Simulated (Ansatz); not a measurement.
# Li2TlB: a trial structure relaxed

The task: take a trial cell of Li2TlB to zero force and stress.

Method: DFT PBE, scalar-relativistic, plane waves, PAW, in Ansatz 0.2.0.

## Step 1: The structure to begin with

Symmetry: P-3m1, No. 164, trigonal system. The conventional cell has a = 3.458 Å, b = 3.458 Å, c = 5.651 Å, α = 90.00°, β = 90.00°, γ = 120.00°. Around Li (site symmetry 3m) lie 3 Tl at 2.44 Å and 3 B at 2.45 Å. Tl (site symmetry -3m) has 6 Li at 2.44 Å as nearest neighbours. Around B (site symmetry -3m) lie 6 Li at 2.45 Å.

As a file:

```
Li Tl B
1.0
     3.45785    0.00000    0.00000
    -1.72893    2.99459    0.00000
     0.00000    0.00000    5.65092
Li Tl B
2 1 1
Direct
  0.33333 0.66667 0.24908
  0.66667 0.33333 0.75092
  0.00000 0.00000 0.00000
  0.00000 0.00000 0.50000
```

A structure generator made this guess: species swapped into a database cell of GdAgSe2 (P-3m1, No. 164), with Tl on the Gd sites, B on the Ag sites and Li on the Se sites. The dimensions are guesses.

## Step 2: Probe: one point on a coarse mesh

Input file input.yaml:

```yaml
crystal:
  lattice:
    - [3.45785037, 0.0, 0.0]
    - [-1.72892519, 2.99458627, 0.0]
    - [0.0, 0.0, 5.65092298]
  atoms:
    - { symbol: Li, position: [0.33333333, 0.66666667, 0.2490769] }
    - { symbol: Li, position: [0.66666667, 0.33333333, 0.7509231] }
    - { symbol: Tl, position: [0.0, 0.0, 0.0] }
    - { symbol: B, position: [0.0, 0.0, 0.5] }
basis:
  ecutwfc: 420
kpoints:
  mp_grid: { grid: [6, 6, 4] }
hamiltonian:
  xc: pbe
scf:
  occupations: { method: gaussian, width: 0.1 }
  lower_state_search: "off"
output:
  forces: true
  stress: true
  eigenvalues: true
```

Run with:

```console
$ ansatz run input.yaml --threads 1 --pin off --max-ram 2048MiB --backend cpu --events-out ev --progress --plain --runs-dir out
```

Further runs follow: coarse relaxation; final relaxation.

Before running it: what results should come out? Wanted: conventional cell; volume; energy over the elements; gap on the mesh.

The runs gave:

| quantity | value |
| --- | --- |
| symmetry at the end (tolerance 0.05 Å) | space group P6/mmm (No. 191) |
| conventional cell | a = 4.367 Å, b = 4.367 Å, c = 4.242 Å, α = 90.00°, β = 90.00°, γ = 120.00° |
| volume | 17.51 Å³/atom |
| energy over the elements | +0.34 eV/atom |
| gap on the mesh | none (metal) |

The symmetry goes from space group P-3m1 (No. 164) to space group P6/mmm (No. 191), and the volume per atom grows by 19.7 % from the first guess. With a positive formation energy it can't be a ground state. No finished test with a distortion of lower symmetry is shown, so the end may be a saddle point. Spin-orbit coupling is left out for Tl.
